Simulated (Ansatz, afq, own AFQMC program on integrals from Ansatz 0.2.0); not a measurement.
**GeHO (doublet): quantum Monte Carlo beside coupled cluster at distance Ge1–O2 = 5.489 Å, cc-pVDZ**

Aim: compute GeHO (doublet) with auxiliary-field quantum Monte Carlo on the same integrals as coupled cluster, and set the energies side by side.

Computed with Ansatz 0.2.0, Gaussian basis, and an in-house AFQMC program (afq) on its integrals; all values are calculated. Level: cc-pVDZ, frozen cores.

To be run: PBE (unrestricted); r2SCAN (unrestricted); PBE0 (unrestricted); B3LYP (unrestricted); wB97M-V (unrestricted); B2PLYP (unrestricted); CCSD(T) on UHF; CCSDT(Q) on UHF; Phaseless AFQMC, CISD trial on UHF.

10 further runs of the same task are left out: 2 that didn't finish, 8 set aside as unsound or not needed.

## Step 1: What is computed

The geometry derives from a PBE0/def2-TZVP stationary point (not a proven minimum). One bond is set to the value named and the two fragments are kept rigid. No spin-orbit coupling is included. The filled d shell of Ge may be among the frozen orbitals whatever the setting's name suggests; the logs give the count.

3 atoms, charge 0, spin multiplicity 2.

Atoms are counted from 1 here; the program's logs count them from 0.

Bond lengths: Ge1–H3 1.599 Å.

## Step 2: PBE (unrestricted)

Contents of in.yaml:

```yaml
crystal:
  periodic: [false, false, false]
  atoms:
    - {symbol: Ge, position_ang: [0.000000, -0.624746, 1.575924]}
    - {symbol: O, position_ang: [0.000000, -0.166737, -3.893934]}
    - {symbol: H, position_ang: [0.000000, 0.791484, 2.318009]}
basis:
  gaussian: {orbitals: cc-pVDZ}
magnetization: {spin_polarized: true, initial_magnetization: 1}
hamiltonian: {xc: {name: PBE}}
output: {orbitals: {seedname: orbitals}}
```

The run is started by

```
ansatz run in.yaml --threads 1 --pin off --events-out ev --progress --plain --max-ram 1382MiB
```

Output:

```text
Functional definition: PBE
  name "PBE"
  cite "Perdew, Burke & Ernzerhof, Phys. Rev. Lett. 77, 3865 (1996) doi:10.1103/PhysRevLett.77.3865"
  parent pbe
  parameter kappa = 0.804
  parameter beta = 0.06672455060314922
  exchange = pbe_x(kappa = kappa, mu = beta*pi^2/3)
  correlation = pbe_c(beta = beta)
500 factors; integrals over basis functions are off by at most 9.5e-4 eV
mean field evaluation 1: about -58518.7418 eV, gradient 6.5e1 eV
mean field evaluation 2: about -58044.5232 eV, gradient 8.1e1 eV
mean field evaluation 4: about -58215.0438 eV, gradient 8.2e1 eV
mean field evaluation 8: about -58560.5367 eV, gradient 6.1e0 eV
mean field evaluation 16: about -58563.3004 eV, gradient 1.5e0 eV
mean field evaluation 32: about -58563.3307 eV, gradient 8.7e-3 eV
mean field evaluation 64: about -58214.9314 eV, gradient 8.2e1 eV
mean field evaluation 96: about -58557.3786 eV, gradient 2.2e1 eV
mean field evaluation 128: about -58563.3302 eV, gradient 4.9e-6 eV
mean field evaluation 160: about -58563.2271 eV, gradient 8.6e-7 eV
mean field evaluation 192: about -58563.3242 eV, gradient 2.1e-2 eV
mean field evaluation 224: about -58563.3306 eV, gradient 2.2e-2 eV
mean field evaluation 256: about -58563.3313 eV, gradient 1.2e-2 eV
mean field evaluation 288: about -58563.3215 eV, gradient 9.7e-2 eV
mean field evaluation 320: about -58559.3035 eV, gradient 1.0e1 eV
mean field evaluation 352: about -58563.3309 eV, gradient 2.5e-3 eV
mean field evaluation 384: about -58563.3242 eV, gradient 7.0e-1 eV
mean field -58563.33102235 eV, -2152.1627194200 hartree, gradient 9.5e-6 eV, S^2 1.635270; 18 other end points of the search recorded, 0 dependent functions left out
reference -58563.33105384 eV, -2152.1627205773 hartree; 21, 20 occupied and 25, 26 virtual orbitals, 500 factors
Total energy: -58563.33105384 eV, -2152.1627205773 hartree
```

Wall time 23 s (1 thread of Intel Xeon Platinum 8488C (Sapphire Rapids), shared host).

From the report: ⟨S²⟩ of the determinant 1.635 (pure doublet: 0.75). The determinant is far from a pure spin state, so its energy mixes those of several spin states (harmless only where they are near-degenerate, as at dissociation).

## Step 3: r2SCAN (unrestricted)

in.yaml: that of step 2 with these lines changed.

```diff
@@ -9,3 +9,2 @@
 magnetization: {spin_polarized: true, initial_magnetization: 1}
-hamiltonian: {xc: {name: PBE}}
-output: {orbitals: {seedname: orbitals}}
+hamiltonian: {xc: {name: r2SCAN}}
```

Launched as before.

Output, shortened:

```text
Functional definition: r2SCAN
  name "r2SCAN"
  cite "Furness, Kaplan, Ning, Perdew & Sun, J. Phys. Chem. Lett. 11, 8208 (2020) doi:10.1021/acs.jpclett.0c02405"
  cite "Furness, Kaplan, Ning, Perdew & Sun, J. Phys. Chem. Lett. 11, 9248 (2020) doi:10.1021/acs.jpclett.0c03077"
  parent r2scan
[...]
500 factors; integrals over basis functions are off by at most 9.5e-4 eV
[...]
mean field -58572.84867685 eV, -2152.5124867713 hartree, gradient 5.3e-6 eV, S^2 1.718557; 13 other end points of the search recorded, 0 dependent functions left out
reference -58572.84868650 eV, -2152.5124871262 hartree; 21, 20 occupied and 25, 26 virtual orbitals, 500 factors
Total energy: -58572.84868650 eV, -2152.5124871262 hartree
```

It took 47 s on 1 thread of Intel Xeon Platinum 8488C (Sapphire Rapids), shared host.

From the report: ⟨S²⟩ of the determinant 1.719 (pure doublet: 0.75). The determinant is far from a pure spin state, so its energy mixes those of several spin states (harmless only where they are near-degenerate, as at dissociation).

## Step 4: PBE0 (unrestricted)

in.yaml: that of step 3 with these lines changed.

```diff
@@ -9,2 +9,3 @@
 magnetization: {spin_polarized: true, initial_magnetization: 1}
-hamiltonian: {xc: {name: r2SCAN}}
+hamiltonian: {xc: {name: PBE0}}
+output: {orbitals: {seedname: orbitals}}
```

Same command.

Output, shortened:

```text
Functional definition: PBE0
  name "PBE0"
  cite "Adamo & Barone, J. Chem. Phys. 110, 6158 (1999) doi:10.1063/1.478522"
  cite "Perdew, Burke & Ernzerhof, Phys. Rev. Lett. 77, 3865 (1996) doi:10.1103/PhysRevLett.77.3865"
  parent pbe
[...]
500 factors; integrals over basis functions are off by at most 9.5e-4 eV
[...]
mean field -58565.03174243 eV, -2152.2252197301 hartree, gradient 2.5e-6 eV, S^2 1.753881; 5 other end points of the search recorded, 0 dependent functions left out
reference -58565.03176643 eV, -2152.2252206119 hartree; 21, 20 occupied and 25, 26 virtual orbitals, 500 factors
Total energy: -58565.03176643 eV, -2152.2252206119 hartree
```

Run time: 9 s. Hardware: 1 thread of Intel Xeon Platinum 8488C (Sapphire Rapids), shared host.

From the report: ⟨S²⟩ of the determinant 1.754 (pure doublet: 0.75). The determinant is far from a pure spin state, so its energy mixes those of several spin states (harmless only where they are near-degenerate, as at dissociation).

## Step 5: B3LYP (unrestricted)

in.yaml: that of step 4 with these lines changed.

```diff
@@ -9,3 +9,2 @@
 magnetization: {spin_polarized: true, initial_magnetization: 1}
-hamiltonian: {xc: {name: PBE0}}
-output: {orbitals: {seedname: orbitals}}
+hamiltonian: {xc: {name: B3LYP}}
```

The command is unchanged.

Output, shortened:

```text
Functional definition: B3LYP
  name "B3LYP"
  cite "Stephens, Devlin, Chabalowski & Frisch, J. Phys. Chem. 98, 11623 (1994) doi:10.1021/j100096a001"
  cite "Becke, Phys. Rev. A 38, 3098 (1988) doi:10.1103/PhysRevA.38.3098"
  cite "Lee, Yang & Parr, Phys. Rev. B 37, 785 (1988) doi:10.1103/PhysRevB.37.785"
  cite "Vosko, Wilk & Nusair, Can. J. Phys. 58, 1200 (1980) doi:10.1139/p80-159"
[...]
500 factors; integrals over basis functions are off by at most 9.5e-4 eV
[...]
mean field -58575.67050829 eV, -2152.6161871642 hartree, gradient 5.0e-6 eV, S^2 1.736697; 9 other end points of the search recorded, 0 dependent functions left out
reference -58575.67072955 eV, -2152.6161952952 hartree; 21, 20 occupied and 25, 26 virtual orbitals, 500 factors
Total energy: -58575.67072955 eV, -2152.6161952952 hartree
```

Wall time 11 s (1 thread of Intel Xeon Platinum 8488C (Sapphire Rapids), shared host).

From the report: ⟨S²⟩ of the determinant 1.737 (pure doublet: 0.75). The determinant is far from a pure spin state, so its energy mixes those of several spin states (harmless only where they are near-degenerate, as at dissociation).

## Step 6: wB97M-V (unrestricted)

in.yaml: that of step 5 with these lines changed.

```diff
@@ -9,2 +9,3 @@
 magnetization: {spin_polarized: true, initial_magnetization: 1}
-hamiltonian: {xc: {name: B3LYP}}
+hamiltonian: {xc: {name: wB97M-V}}
+output: {orbitals: {seedname: orbitals}}
```

The command is unchanged.

Output, shortened:

```text
Functional definition: wB97M-V
  name "wB97M-V"
  cite "Mardirossian & Head-Gordon, J. Chem. Phys. 144, 214110 (2016) doi:10.1063/1.4952647"
  cite "Becke, J. Chem. Phys. 107, 8554 (1997) doi:10.1063/1.475007"
  cite "Vydrov & Van Voorhis, J. Chem. Phys. 133, 244103 (2010) doi:10.1063/1.3521275"
  # Of w^i u^j: cxij and so on, Table III.
[...]
  gx(w, u) = 1 - cx + cx01*u + cx10*w
  gss(w, u) = css00 + css04*u^4 + css10*w + css20*w^2 + css43*w^4*u^3
  gos(w, u) = cos00 + cos10*w + (cos20 + cos21*u)*w^2 + (cos60 + cos61*u)*w^6
[...]
      + integral(e_c_pw_mod_opposite_spin*gos(b97_w_opposite, b97_u_opposite)) + vv10(b, c)
500 factors; integrals over basis functions are off by at most 9.5e-4 eV
127 factors; integrals over basis functions are off by at most 1.3e-4 eV
[...]
mean field -58570.58570060 eV, -2152.4293239280 hartree, gradient 2.0e-6 eV, S^2 1.754628; 10 other end points of the search recorded, 0 dependent functions left out
reference -58570.58573189 eV, -2152.4293250780 hartree; 21, 20 occupied and 25, 26 virtual orbitals, 500 factors
Total energy: -58570.58573189 eV, -2152.4293250780 hartree
```

Wall time 2 min (1 thread of Intel Xeon Platinum 8488C (Sapphire Rapids), shared host).

From the report: ⟨S²⟩ of the determinant 1.755 (pure doublet: 0.75). The determinant is far from a pure spin state, so its energy mixes those of several spin states (harmless only where they are near-degenerate, as at dissociation).

## Step 7: B2PLYP (unrestricted)

in.yaml: that of step 6 with these lines changed.

```diff
@@ -9,3 +9,3 @@
 magnetization: {spin_polarized: true, initial_magnetization: 1}
-hamiltonian: {xc: {name: wB97M-V}}
-output: {orbitals: {seedname: orbitals}}
+hamiltonian: {xc: {name: B2PLYP}}
+correlation: {electrons: outside_noble_gas}
```

The command is unchanged.

Output, shortened:

```text
Functional definition: B2PLYP
  name "B2PLYP"
  cite "Grimme, J. Chem. Phys. 124, 034108 (2006) doi:10.1063/1.2148954"
  cite "Becke, Phys. Rev. A 38, 3098 (1988) doi:10.1103/PhysRevA.38.3098"
  cite "Lee, Yang & Parr, Phys. Rev. B 37, 785 (1988) doi:10.1103/PhysRevB.37.785"
[...]
500 factors; integrals over basis functions are off by at most 9.5e-4 eV
[...]
mean field -58560.00045138 eV, -2152.0403231944 hartree, gradient 3.6e-10 eV, S^2 1.757346; 9 other end points of the search recorded, 0 dependent functions left out
15 core orbitals not correlated: weight in the atoms' cores, before any rotation towards them, 0.999 or more for the frozen orbitals, at most 0.000 for the correlated occupied ones
reference -58560.00059682 eV, -2152.0403285390 hartree; 6, 5 occupied and 25, 26 virtual orbitals, 500 factors
second order -5.34494169 eV of doubles, -0.00000000 eV of singles
Total energy: -58561.44373107 eV, -2152.0933627447 hartree
```

It took 36 s on 1 thread of Intel Xeon Platinum 8488C (Sapphire Rapids), shared host.

From the report: ⟨S²⟩ of the determinant 1.757 (pure doublet: 0.75). The determinant is far from a pure spin state, so its energy mixes those of several spin states (harmless only where they are near-degenerate, as at dissociation).

## Step 8: CCSD(T) on UHF

in.yaml: that of step 7 with these lines changed.

```diff
@@ -9,3 +9,2 @@
 magnetization: {spin_polarized: true, initial_magnetization: 1}
-hamiltonian: {xc: {name: B2PLYP}}
-correlation: {electrons: outside_noble_gas}
+correlation: {method: ccsd_t, electrons: outside_noble_gas, hamiltonian_folder: ham}
```

Same command.

Output, shortened:

```text
Functional definition: HF
  name "HF"
  cite "Fock, Z. Phys. 61, 126 (1930) doi:10.1007/BF01340294"
  parent pbe
[...]
500 factors; integrals over basis functions are off by at most 9.5e-4 eV
[...]
mean field -58522.30258445 eV, -2150.6549521371 hartree, gradient 2.7e-6 eV, S^2 1.765771; 72 other end points of the search recorded, 0 dependent functions left out
determinant -58522.30258445 eV, -2150.6549521371 hartree, with singles and doubles -58527.73019065 eV, -2150.8544129860 hartree
determinant -58522.30035239 eV, -2150.6548701105 hartree, with singles and doubles -58527.72825694 eV, -2150.8543419235 hartree
determinant -58522.29938978 eV, -2150.6548347350 hartree, with singles and doubles -58527.72735810 eV, -2150.8543088916 hartree
determinant -58522.29676470 eV, -2150.6547382653 hartree, with singles and doubles -58527.72468848 eV, -2150.8542107850 hartree
[...]
determinant -58522.29938978 eV, -2150.6548347350 hartree, with singles and doubles -58527.72729240 eV, -2150.8543064772 hartree
determinant -58522.29676470 eV, -2150.6547382653 hartree, with singles and doubles -58527.72476543 eV, -2150.8542136130 hartree
determinant -58522.29642969 eV, -2150.6547259539 hartree, with singles and doubles -58527.72454888 eV, -2150.8542056548 hartree
determinant -58522.29605747 eV, -2150.6547122749 hartree, with singles and doubles -58527.72427820 eV, -2150.8541957075 hartree
15 core orbitals not correlated: weight in the atoms' cores, before any rotation towards them, 1.000 or more for the frozen orbitals, at most 0.000 for the correlated occupied ones
reference -58522.30258445 eV, -2150.6549521371 hartree; 6, 5 occupied and 25, 26 virtual orbitals, 500 factors
second order -4.42696970 eV of doubles, -0.00000000 eV of singles
cycle   1  -5.42762128 eV  change    5.5e-6 eV  update   5.4e-6
perturbative correction -0.05864333 eV, -0.0021551026 hartree
Total energy: -58527.78884906 eV, -2150.8565686427 hartree
```

Wall time 33 s (1 thread of Intel Xeon Platinum 8488C (Sapphire Rapids), shared host).

From the report: ⟨S²⟩ of the determinant 1.766 (pure doublet: 0.75); correlation -5.4863 eV; T1 0.010; largest double amplitude 0.08. The determinant is far from a pure spin state, so its energy mixes those of several spin states (harmless only where they are near-degenerate, as at dissociation).

This run also writes the integrals to the folder ham.

## Step 9: CCSDT(Q) on UHF

in.yaml: that of step 8 with these lines changed.

```diff
@@ -9,2 +9,2 @@
 magnetization: {spin_polarized: true, initial_magnetization: 1}
-correlation: {method: ccsd_t, electrons: outside_noble_gas, hamiltonian_folder: ham}
+correlation: {method: ccsdt_q, electrons: outside_noble_gas}
```

Launched as before.

Output, shortened:

```text
Functional definition: HF
  name "HF"
  cite "Fock, Z. Phys. 61, 126 (1930) doi:10.1007/BF01340294"
  parent pbe
[...]
781 factors; integrals over basis functions are off by at most 1.1e-7 eV
[...]
mean field -58522.30261348 eV, -2150.6549532039 hartree, gradient 8.3e-9 eV, S^2 1.765771; 71 other end points of the search recorded, 0 dependent functions left out
determinant -58522.30261348 eV, -2150.6549532039 hartree, with singles and doubles -58527.73022798 eV, -2150.8544143580 hartree
determinant -58522.30038159 eV, -2150.6548711834 hartree, with singles and doubles -58527.72829435 eV, -2150.8543432984 hartree
determinant -58522.29941901 eV, -2150.6548358093 hartree, with singles and doubles -58527.72739539 eV, -2150.8543102620 hartree
determinant -58522.29679328 eV, -2150.6547393157 hartree, with singles and doubles -58527.72472531 eV, -2150.8542121383 hartree
[...]
determinant -58522.29679328 eV, -2150.6547393157 hartree, with singles and doubles -58527.72480253 eV, -2150.8542149761 hartree
determinant -58522.29645828 eV, -2150.6547270045 hartree, with singles and doubles -58527.72458478 eV, -2150.8542069741 hartree
determinant -58522.29609049 eV, -2150.6547134884 hartree, with singles and doubles -58527.72431960 eV, -2150.8541972287 hartree
15 core orbitals not correlated: weight in the atoms' cores, before any rotation towards them, 1.000 or more for the frozen orbitals, at most 0.000 for the correlated occupied ones
reference -58522.30261348 eV, -2150.6549532039 hartree; 6, 5 occupied and 25, 26 virtual orbitals, 781 factors
second order -4.42699078 eV of doubles, -0.00000000 eV of singles
cycle   1  -5.15563145 eV  change   -7.3e-1 eV  update   6.4e-2
[...]
cycle 182  -5.50109037 eV  change    8.8e-9 eV  update   1.3e-6
perturbative correction -0.00289293 eV, -0.0001063132 hartree
Total energy: -58527.80659678 eV, -2150.8572208594 hartree
```

It took 99 s on 1 thread of Intel Xeon Platinum 8488C (Sapphire Rapids), shared host; peak memory 0.3 GiB.

From the report: ⟨S²⟩ of the determinant 1.766 (pure doublet: 0.75); correlation -5.5040 eV; T1 0.010; largest double amplitude 0.08. The determinant is far from a pure spin state, so its energy mixes those of several spin states (harmless only where they are near-degenerate, as at dissociation).

## Step 10: Phaseless AFQMC, CISD trial on UHF

It reads the integrals that the CCSD(T) run on this determinant wrote.

The run is started by

```
afq ham --method phaseless --trial cisd --walkers 60 --populations 1 --least-time 40 --time-step 0.005 --steps-per-block 50 --equilibration-blocks 40 --max-blocks 300 --target-error 0.0008 --factor-cut 1e-05 --start spin_pure --seed 719 --release-times 0.24,0.51,0.99,1.62,2.4 --release-step 0.03 --release-every 4 --taylor-order 6
```

Output:

```text
orbitals 31  electrons 6 5  factors 194 of 500
reference energy -2150.65495214 Eh
CCSD correlation -0.19946111 Eh in 15 cycles, weight of the determinant in the CISD state 0.9063
energy of the start -2150.854034 Eh
 block  time / (1/Eh)  mean weight  energy / Eh
     1     0.250  1.0004  -2150.852226
     2     0.500  0.9994  -2150.852499
     3     0.750  1.0012  -2150.853472
     4     1.000  0.9981  -2150.855192
     5     1.250  0.9999  -2150.855592
     6     1.500  0.9976  -2150.855900
     7     1.750  0.9986  -2150.854751
     8     2.000  1.0003  -2150.855337
     9     2.250  0.9993  -2150.855996
    10     2.500  1.0010  -2150.857034
    11     2.750  1.0014  -2150.860298
    16     4.000  0.9998  -2150.860797
    21     5.250  0.9978  -2150.860574
    26     6.500  1.0002  -2150.858544
    31     7.750  0.9990  -2150.855369
    36     9.000  1.0000  -2150.855433
    41    10.250  1.0000  -2150.857136
    46    11.500  1.0015  -2150.860020
    51    12.750  0.9969  -2150.855678
    56    14.000  0.9993  -2150.854668
    61    15.250  1.0042  -2150.857807
    66    16.500  1.0006  -2150.854670
    71    17.750  1.0004  -2150.856152
    76    19.000  1.0001  -2150.854619
    81    20.250  0.9992  -2150.861054
    86    21.500  1.0020  -2150.856888
    91    22.750  1.0021  -2150.858799
    96    24.000  1.0003  -2150.855016
   101    25.250  1.0008  -2150.856210
   106    26.500  0.9997  -2150.856174
   111    27.750  0.9991  -2150.859136
   116    29.000  1.0020  -2150.852065
   121    30.250  0.9982  -2150.857292
   126    31.500  0.9999  -2150.854113
   131    32.750  0.9992  -2150.856373
   136    34.000  0.9985  -2150.856939
   141    35.250  1.0026  -2150.859013
   146    36.500  0.9993  -2150.856156
   151    37.750  1.0011  -2150.856715
   156    39.000  1.0023  -2150.853874
   161    40.250  1.0005  -2150.855930
   166    41.500  1.0012  -2150.864047
   171    42.750  1.0001  -2150.858432
   176    44.000  0.9995  -2150.857916
   181    45.250  1.0020  -2150.855942
   186    46.500  1.0025  -2150.858628
   191    47.750  0.9993  -2150.865274
   196    49.000  0.9978  -2150.855667
blocks merged  error / Eh  count
     1  0.000217  160
     2  0.000266  80
     4  0.000321  40
     8  0.000306  20
    16  0.000179  10
released: time / (1/Eh)  energy / Eh  error  mean overlap
  0.24  -2150.856795  0.000374  1.0088
  0.51  -2150.857060  0.000282  1.0153
  0.99  -2150.857465  0.000392  1.0118
  1.62  -2150.856948  0.000508  1.0609
  2.40  -2150.857149  0.000663  1.0378
energy -2150.857062 +/- 0.000321 Eh
```

Run time: 4.7 min. Hardware: 1 thread of Intel Xeon Platinum 8488C (Sapphire Rapids), shared host.

Energy -58527.8023 ± 0.0087 eV. Caveats: constraint bias not in the error.

## Step 11: All levels side by side

On the UHF determinant, counted from CCSDT(Q) (a yardstick, not exact):

| level | energy (eV) | from CCSDT(Q) (meV) | statistical error (meV) | time |
| --- | --- | --- | --- | --- |
| HF | -58522.3026 | +5504.0 |  |  |
| MP2 | -58526.7296 | +1077.0 |  |  |
| CCSD | -58527.7302 | +76.4 |  |  |
| CCSD(T) | -58527.7888 | +17.7 |  |  |
| CCSDT(Q) | -58527.8066 | 0.0 |  |  |
| Phaseless AFQMC, CISD trial, step 0.005, 60 walkers | -58527.8023 | +4.3 | 8.7 | 4.7 min |

The functionals' totals stand on their own zeros and serve differences with other points: PBE -58563.331 eV; r2SCAN -58572.849 eV; PBE0 -58565.032 eV; B3LYP -58575.671 eV; wB97M-V -58570.586 eV; B2PLYP -58561.444 eV.

## Step 12: What came out

| quantity | value |
| --- | --- |
| CCSD(T) on UHF from CCSDT(Q) | +17.7 meV |
| Phaseless AFQMC, CISD trial on UHF from CCSDT(Q) | +4.3 ± 8.7 meV |

**Reading.** On UHF the phaseless walk with the CISD trial lies +4.3 meV from CCSDT(Q), within three error bars. Error bars are statistical and leave out the constraint, the time step and what remains of the start.
